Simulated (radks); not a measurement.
# Os⁵⁸⁺ in [Ar]: an all-electron calculation

An exercise on one series of results from a longer session: the logs are not shown, and one member is left open.

Program: radks (a radial shooting solver on a logarithmic mesh, Libxc functionals) version 1. Level of theory: Dirac Kohn-Sham, PBE, spin-unpolarised, spherical densities, finite nucleus. These are calculated values, not measurements, unless marked.

## What is computed

* element: osmium (Z = 76)
* charge: +58
* electrons: 18
* configuration: [Ar]
* nuclear rms radius: 5.4126 fm

Outer shells as boxes (Hund's rule):

Os⁵⁸⁺
```
[Ne] core
3s [↑↓]
3p [↑↓][↑↓][↑↓]
```

The first run:

The run's settings:

```text
Z 76
configuration [Ar]
relativity Dirac
functional pbe,pbe
spin unpolarised
j_filling energy
nucleus finite rms 5.4126 fm
c 137.035999084
```

One of the session's tables, all rows but one given; the rest of the session is left out.

It belongs to the step «Shells». Sizes of the orbitals, from the radial functions (bohr):

| level | <r> | outermost maximum (interpolated) | 90 % within | nodes |
| --- | --- | --- | --- | --- |
| 1s1/2 | 0.01774 | 0.0110 | 0.0323 | 0 |
| 2s1/2 | 0.07362 | 0.0634 | 0.115 | 1 |
| 2p1/2 | 0.06076 | 0.0469 | 0.101 | 0 |
| 2p3/2 | 0.06872 | 0.0539 | 0.111 | 0 |
| 3s1/2 | 0.1808 | 0.172 | 0.264 | 2 |
| 3p1/2 | 0.1699 | 0.160 | 0.254 | 1 |
| 3p3/2 | ? | ? | ? | ? |

Estimate the missing values for 3p3/2.

The run gave: <r>: 0.1821; outermost maximum (interpolated): 0.172; 90 % within: 0.270; nodes: 1. In the column «<r>» it is the highest.
